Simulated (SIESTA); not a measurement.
# ZnRe in SIESTA: the effect of functional

Crystal: ZnRe.

```
CELL_PARAMETERS angstrom
2.74822 0.00000 0.00000
-1.37411 2.38003 0.00000
0.00000 0.00000 4.49407
ATOMIC_POSITIONS crystal
Re 0.33333 0.66667 0.50000
Zn 0.00000 0.00000 0.00000
```

The cell comes from a database or a generator and needn't be the stable form of this composition.

Alike in all runs:

| Quantity | Value |
| --- | --- |
| Program | SIESTA 5.4.2 |
| Task | band structure |
| Basis | DZP (energy shift 0.003 Ry; two zetas on semicore shells) |
| Grid cutoff | 800 Ry |
| Energy shift | 0.003 Ry |
| k mesh | 11 × 11 × 6 |
| Occupations | fermi-dirac, width 0.05 eV |
| Spin | no spin polarisation |

Task: One run gave: pressure 6.8 GPa. Which functional did it use?
A. AM05
B. LDA
C. RPBE
D. BLYP
E. PW91

Result: D.

```tsv
functional	potentials or basis	pressure (GPa)
LDA	PseudoDojo 0.4 standard (LDA files)	-14.4
PBEsol	PseudoDojo 0.4 standard (PBEsol files)	-8.8
AM05	PseudoDojo 0.4 standard (PBEsol files)	-9.9
WC	PseudoDojo 0.4 standard (PBEsol files)	-7.8
PBE	PseudoDojo 0.4 standard (PBE files)	-1.1
PW91	PseudoDojo 0.4 standard (PBE files)	-1.2
revPBE	PseudoDojo 0.4 standard (PBE files)	2.3
RPBE	PseudoDojo 0.4 standard (PBE files)	3.5
BLYP	PseudoDojo 0.4 standard (PBE files)	6.8
```

Caveats: short orbitals over semicore shells can move pressures by several GPa; the basis of atomic orbitals isn't converged, which shifts pressures, moduli and gaps; the potentials were made for another functional, which shifts forces and pressure (some runs).
